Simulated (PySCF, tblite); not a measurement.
# C₃H₅B₂BrO₂: geometry, infrared bands and NMR shifts

Wanted: the infrared bands and NMR shifts of C₃H₅B₂BrO₂ (`CC#CB(Br)B(O)O`), by calculation.

Programs: tblite 0.8.0 and PySCF 2.14.0, with density-fitted response routines of our own. Each step states its level of theory. These are calculated values for one molecule in the gas phase, unless marked as measured. Atoms are numbered from 0 throughout.

**1. The starting structure**

13 atoms, charge 0, multiplicity 1; geometry from: force field or distance geometry start.

Bonds of the start (Å): C0–C1 1.49, C1–C2 1.19, C2–B3 1.56, B3–Br4 2.01, B3–B5 1.66, B5–O6 1.47, B5–O7 1.46, C0–H8 1.10, C0–H9 1.11, C0–H10 1.10, O6–H11 1.01, O7–H12 0.97.

**2. Geometry optimisation with GFN2-xTB**

What the job is given:

```
{"job": {"kind": "relax", "xc": "GFN2-xTB", "basis": "xTB"}, "charge": 0, "multiplicity": 1}
C      2.756400    -1.200500     0.396500
C      1.574600    -0.334300     0.128800
C      0.630100     0.361000    -0.090300
B     -0.606100     1.262400    -0.419700
Br    -0.367600     2.798900    -1.687000
B     -2.104100     0.548400    -0.338600
O     -2.366900    -0.785400    -0.886100
O     -2.998300     0.994400     0.720100
H      2.642700    -2.145800    -0.163800
H      2.774500    -1.365400     1.497100
H      3.672100    -0.727100     0.023400
H     -2.620700    -1.358000    -0.089000
H     -2.991100     1.951800     0.890900
```

On the command line:

```
> OMP_NUM_THREADS=1 python probes_run.py task.json out
```

This one command runs all jobs of the session in turn.

What it wrote:

```text
step      E/eV     max force
  0    -643.65312    3.624
  1    -643.88472    6.638
  2    -644.28513    1.643
  3    -644.41054    1.444
  4    -644.52657    1.362
  5    -644.60181    0.872
  6    -644.63496    0.723
  7    -644.72813    0.828
  8    -644.78183    0.791
  9    -644.81271    0.595
 10    -644.82519    0.732
 11    -644.83959    0.330
 12    -644.84736    0.162
 13    -644.84963    0.154
 14    -644.85247    0.161
 15    -644.85508    0.156
 16    -644.85866    0.197
 17    -644.86202    0.220
 18    -644.86507    0.179
 19    -644.86773    0.155
 20    -644.87053    0.199
 21    -644.87345    0.193
 22    -644.87573    0.121
 23    -644.87711    0.097
 24    -644.87823    0.100
 25    -644.87960    0.121
 26    -644.88117    0.124
 27    -644.88247    0.101
 28    -644.88342    0.100
 29    -644.88431    0.127
 30    -644.88535    0.146
 31    -644.88636    0.107
 32    -644.88704    0.076
 33    -644.88749    0.066
 34    -644.88802    0.073
 35    -644.88885    0.109
 36    -644.89002    0.118
 37    -644.89135    0.101
 38    -644.89255    0.101
 39    -644.89361    0.100
 40    -644.89485    0.092
 41    -644.89653    0.124
 42    -644.89843    0.137
 43    -644.89996    0.113
 44    -644.90101    0.089
 45    -644.90191    0.100
 46    -644.90282    0.094
 47    -644.90382    0.097
 48    -644.90464    0.079
 49    -644.90513    0.068
 50    -644.90550    0.064
 51    -644.90595    0.085
 52    -644.90651    0.076
 53    -644.90693    0.045
 54    -644.90717    0.053
 55    -644.90735    0.040
 56    -644.90754    0.053
 57    -644.90772    0.045
 58    -644.90782    0.028
 59    -644.90790    0.027
 60    -644.90802    0.034
 61    -644.90822    0.056
 62    -644.90848    0.063
 63    -644.90870    0.044
 64    -644.90887    0.036
 65    -644.90902    0.046
 66    -644.90919    0.040
 67    -644.90932    0.032
 68    -644.90939    0.022
 69    -644.90943    0.024
 70    -644.90950    0.032
 71    -644.90964    0.042
 72    -644.90986    0.051
 73    -644.91006    0.036
 74    -644.91016    0.021
 75    -644.91020    0.018
 76    -644.91022    0.015
 77    -644.91024    0.013
 78    -644.91027    0.014
 79    -644.91029    0.013
 80    -644.91031    0.012
 81    -644.91033    0.015
 82    -644.91036    0.019
 83    -644.91040    0.021
 84    -644.91044    0.015
 85    -644.91047    0.012
 86    -644.91049    0.009
```

It took 0.89 s on 1 thread of Arm Neoverse N1, shared host; peak memory 0.18 GiB.

Step by step: (not every step is listed)

```csv
step,energy from step 0 (eV),largest force (eV/Å)
0,0.0000,3.6239
1,-0.2316,6.6380
2,-0.6320,1.6427
3,-0.7574,1.4443
4,-0.8735,1.3615
5,-0.9487,0.8722
6,-0.9818,0.7228
7,-1.0750,0.8279
8,-1.1287,0.7905
15,-1.2020,0.1563
22,-1.2226,0.1207
29,-1.2312,0.1269
36,-1.2369,0.1177
43,-1.2468,0.1134
50,-1.2524,0.0639
57,-1.2546,0.0455
64,-1.2558,0.0362
71,-1.2565,0.0423
78,-1.2572,0.0137
81,-1.2572,0.0146
82,-1.2572,0.0190
83,-1.2573,0.0212
84,-1.2573,0.0151
85,-1.2574,0.0117
86,-1.2574,0.0093
```

Close pairs (by a distance rule), those that changed most:

```csv
bond,before (Å),after (Å),change (Å)
B5–O6,1.466,1.353,-0.112
B3–Br4,2.006,1.903,-0.103
B5–O7,1.456,1.371,-0.085
C2–B3,1.565,1.492,-0.073
O6–H11,1.014,0.960,-0.054
C0–C1,1.490,1.440,-0.049
B3–B5,1.661,1.697,+0.035
C0–H9,1.113,1.090,-0.023
```

The next job starts from the end point, and lists it.

**3. Harmonic vibrations with GFN2-xTB**

What the job is given:

```
{"job": {"kind": "ir", "xc": "GFN2-xTB", "basis": "xTB"}, "charge": 0, "multiplicity": 1}
C      2.904062    -1.117004     0.378763
C      1.699263    -0.390977     0.069663
C      0.680344     0.211340    -0.187553
B     -0.567605     0.961689    -0.512574
Br    -0.339031     2.685830    -1.285007
B     -2.129939     0.391996    -0.175020
O     -2.499644    -0.843128    -0.586065
O     -3.090924     1.103247     0.495173
H      2.877326    -2.092092    -0.107818
H      2.972580    -1.268703     1.456279
H      3.782195    -0.568088     0.038161
H     -3.405437    -1.071473    -0.364459
H     -2.887579     1.997849     0.762730
```

What it wrote:

```text
mode    cm-1     km/mol
  1     -14.8      2.74
  2       9.2      0.22
  3      52.3      1.06
  4      81.0      1.70
  5      99.9      1.56
  6     183.1      5.48
  7     251.9      2.83
  8     292.0      8.03
  9     350.1      0.63
 10     376.4      3.84
 11     425.6     11.55
 12     489.8     46.16
 13     534.1     16.63
 14     555.6     72.31
 15     671.6    229.77
 16     782.4     49.84
 17     866.2     94.99
 18     948.9    185.98
 19     964.2    128.21
 20     996.5     11.18
 21    1024.5      8.24
 22    1178.0    372.88
 23    1230.3     91.33
 24    1253.1    133.19
 25    1380.7      4.91
 26    1440.3     11.18
 27    1441.7      7.74
 28    2289.5    376.27
 29    2999.2     13.27
 30    3001.4     15.84
 31    3007.5     15.61
 32    3575.0     12.68
 33    3647.8      7.45
```

It took 0.65 s on 1 thread of Arm Neoverse N1, shared host; peak memory 0.18 GiB.

Which atoms move in the most intense modes:

```csv
cm⁻¹,km/mol,atoms
672,229.8,"H11 76 %, O6 11 %"
866,95.0,"B3 49 %, C0 29 %"
949,186.0,"H12 53 %, H11 29 %, O7 14 %"
964,128.2,"H11 35 %, O6 25 %, H12 25 %"
1178,372.9,"B5 59 %, O7 20 %, H11 10 %"
1230,91.3,"B5 27 %, B3 19 %, C2 15 %, C1 13 %"
1253,133.2,"B5 42 %, B3 16 %, O6 12 %"
2290,376.3,"C1 52 %, C2 46 %"
```

**4. Nuclear shieldings: PBE0/pcSseg-1**

Same as in step 3 but for these lines:

```diff
@@ -1,2 +1,2 @@
-{"job": {"kind": "ir", "xc": "GFN2-xTB", "basis": "xTB"}, "charge": 0, "multiplicity": 1}
+{"job": {"kind": "nmr", "xc": "PBE0", "basis": "pcSseg-1"}, "charge": 0, "multiplicity": 1}
 C      2.904062    -1.117004     0.378763
```

Method: GIAO PBE0/pcSseg-1 NMR shielding, non-relativistic, gas phase.

What it wrote:

```text
coarse grid: 55952 points
cycle   1  E = -2890.5865105462  dE = -6.163e-02  |g| = 1.125e+00  |ddm| = 3.834e+00
cycle   2  E = -2890.4492596871  dE =  1.373e-01  |g| = 1.302e+00  |ddm| = 1.920e+00
cycle   3  E = -2890.7368145423  dE = -2.876e-01  |g| = 2.273e-01  |ddm| = 1.347e+00
cycle   4  E = -2890.7437287258  dE = -6.914e-03  |g| = 1.077e-01  |ddm| = 2.018e-01
cycle   5  E = -2890.7463275663  dE = -2.599e-03  |g| = 3.736e-02  |ddm| = 1.009e-01
cycle   6  E = -2890.7466542233  dE = -3.267e-04  |g| = 5.639e-03  |ddm| = 3.179e-02
cycle   7  E = -2890.7466619168  dE = -7.693e-06  |g| = 1.491e-03  |ddm| = 9.061e-03
final grid: 118392 points
cycle   8  E = -2890.7466420444  dE =  3.475e-07  |g| = 2.037e-03  |ddm| = 5.099e-03
cycle   9  E = -2890.7466412049  dE =  8.395e-07  |g| = 2.852e-03  |ddm| = 6.099e-03
cycle  10  E = -2890.7466430359  dE = -1.831e-06  |g| = 3.934e-04  |ddm| = 3.284e-03
cycle  11  E = -2890.7466430744  dE = -3.851e-08  |g| = 6.638e-05  |ddm| = 3.448e-04
cycle  12  E = -2890.7466430755  dE = -1.147e-09  |g| = 1.375e-05  |ddm| = 6.930e-05
cycle  13  E = -2890.7466430756  dE = -3.683e-11  |g| = 2.887e-06  |ddm| = 1.163e-05
converged SCF energy = -2890.7466430756

GIAO shielding tensors (ppm)
atom      isotropic    diamagn.    paramagn.     s11        s22        s33       span
  0 C      178.661     252.650     -73.988    171.780    173.009    191.194     19.414
  1 C       35.695     274.934    -239.240    -19.572      6.778    119.879    139.451
  2 C       86.726     257.389    -170.663     -9.067     -4.646    273.890    282.956
  3 B       32.538     194.400    -161.862    -40.227     15.449    122.393    162.620
  4 Br    1936.713    3125.423   -1188.710    998.880   2018.987   2792.272   1793.392
  5 B       74.626     194.778    -120.152     59.146     63.033    101.700     42.554
  6 O      202.334     387.488    -185.155     89.318    243.540    274.142    184.824
  7 O      196.807     383.981    -187.173     62.133    259.198    269.091    206.957
  8 H       29.173      28.871       0.302     24.498     27.486     35.535     11.037
  9 H       29.233      29.019       0.215     24.708     27.467     35.525     10.817
 10 H       29.219      26.883       2.335     24.122     27.850     35.683     11.561
 11 H       27.278      29.042      -1.765     22.017     23.361     36.455     14.438
 12 H       27.054      31.325      -4.272     20.856     25.522     34.783     13.927
```

It took 49 s on 1 thread of Arm Neoverse N1, shared host; peak memory 0.86 GiB.

Shifts follow as δ = σ(reference) − σ, with reference shieldings (ppm) from runs at the same level and on the same kind of geometry: ¹H TMS 31.72, ¹³C TMS 186.9, ¹⁷O H2O 336.1, ¹¹B BF3·OEt2 100.1, ⁷⁹Br HBr 2622. The references are single molecules in the gas phase, so shifts against H2O, NH3, PH3, H3PO4 or CFCl3 are not on the usual liquid scales and can be off by tens of ppm. Atoms listed in one row are averaged.

```csv
atoms,environment,σ (ppm),δ (ppm),δ scaled to CDCl3
C1,alkyne carbon,35.7,151.2,145.7
C2,alkyne carbon,86.7,100.2,95.9
C0,propargylic methyl carbon,178.7,8.3,6.2
"H11, H12",hydrogen on an oxygen bonded to B,27.17,4.55,–
"H8, H9, H10",hydrogen on a propargylic methyl carbon,29.21,2.51,2.47
B3,"boron bonded to C, B, Br",32.5,67.5,–
B5,"boron bonded to B, 2 O",74.6,25.4,–
Br4,bromine bonded to B,1937,685,–
"O6, O7","oxygen bonded to B, H",199.6,136.5,–
```

The scaled column applies a straight-line fit of computed shieldings to shifts measured in CDCl3, with any fitted terms for Cl, Br or S neighbours (root-mean-square error 0.16 ppm for H, 1.9 ppm for C).

The run also stored atomic charges by several schemes (e):

```csv
atoms,Mulliken,IAO,Hirshfeld,ESP fit
C0,-0.17,-0.44,-0.09,-0.54
C1,-0.24,0.04,0.00,0.23
C2,-0.20,-0.17,-0.15,-0.39
B3,0.20,-0.03,0.08,0.23
Br4,-0.24,0.00,-0.05,-0.14
B5,0.49,0.40,0.17,0.47
"O6, O7",-0.41,-0.54,-0.26,-0.64
```

Mayer bond orders: C0–C1 1.19, C1–C2 2.52, C2–B3 1.12, B3–Br4 1.09, B3–B5 0.91, B5–O6 1.25, B5–O7 1.18.

**5. Summary of results**

| quantity | value |
| --- | --- |
| strongest single infrared mode (GFN2-xTB) | 2290 cm⁻¹, 376 km/mol |
| zero-point energy (GFN2-xTB) | 52.0 kcal/mol |
| ¹³C shifts against TMS (PBE0/pcSseg-1) | 151.2, 100.2, 8.3 ppm |
| ¹H shifts against TMS (PBE0/pcSseg-1, means over atoms taken as alike) | 4.55, 2.51 ppm |
| ¹¹B shifts against BF3·OEt2 (PBE0/pcSseg-1) | 67.5, 25.4 ppm |
| ⁷⁹Br shifts against HBr (PBE0/pcSseg-1) | 685 ppm |
| ¹⁷O shifts against H2O (PBE0/pcSseg-1, means over atoms taken as alike) | 136.5 ppm |

**Reading.** Over 86 steps the energy fell by 1.257 eV; of the close pairs, B5–O6 changed most, 1.466 to 1.353 Å. The lowest mode is slightly imaginary (15i cm⁻¹), a soft motion within the noise of the Hessian, so the minimum is not strictly shown. The strongest single mode, at 2290 cm⁻¹, moves mainly C1 and C2. GFN2-xTB is a fitted tight-binding method: band positions and strengths are rough. Its intensities can rank the bands wrongly. At PBE0/pcSseg-1: Shielding is most anisotropic at Br4 (span 1793 ppm, paramagnetic term -1189 ppm). Spin-orbit coupling is left out, which matters for shieldings and couplings at and beside the heavy atoms.
